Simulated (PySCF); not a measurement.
# C4H8Si: the cost of one run

The runs use PySCF 2.14.0, with density-fitted response routines of our own; the level of theory stands in each step. All values are computed, except where a source is named. Atoms are numbered from 0 throughout.

### 1 The starting structure

13 atoms, charge 0, multiplicity 1; geometry from: PBE0-D3(BJ)/def2-SVP.

Bonds of the start (Å): Si0–C1 1.85, C1–C2 1.51, C2–C3 1.48, C3–C4 1.48, C3–C1 1.49, C4–C1 1.51, Si0–H5 1.50, Si0–H6 1.50, Si0–H7 1.50, C2–H8 1.10, C2–H9 1.10, C3–H10 1.09, C4–H11 1.10, C4–H12 1.10.

### 2 Shielding tensors: PBE0/pcSseg-2

Job settings and geometry (Å):

```
{"job": {"kind": "nmr", "xc": "PBE0", "basis": "pcSseg-2", "pop": false}, "charge": 0, "multiplicity": 1}
Si     1.980693    -0.731732    -0.312809
C      0.238982    -0.531540     0.275255
C     -0.950618    -1.451582     0.188815
C     -0.994980    -0.109222    -0.444453
C     -0.526965     0.688529     0.717162
H      2.482347     0.577931    -0.834605
H      2.019382    -1.748231    -1.410442
H      2.897187    -1.185574     0.777808
H     -0.860552    -2.321088    -0.471895
H     -1.543974    -1.631577     1.097924
H     -1.136956     0.177364    -1.486226
H     -0.069684     1.663070     0.511763
H     -1.093986     0.641784     1.659069
```

Level: GIAO PBE0/pcSseg-2 NMR shielding, non-relativistic, gas phase.

Launch:

```sh
> OMP_NUM_THREADS=1 python probes_run.py task.json out
```

The driver reads the jobs from task.json and runs them one after another.

**Question.** How long does this first job take on 1 thread of Arm Neoverse V1, shared host, and how much memory does it need?

About 49 s, with a peak of 1.2 GiB.
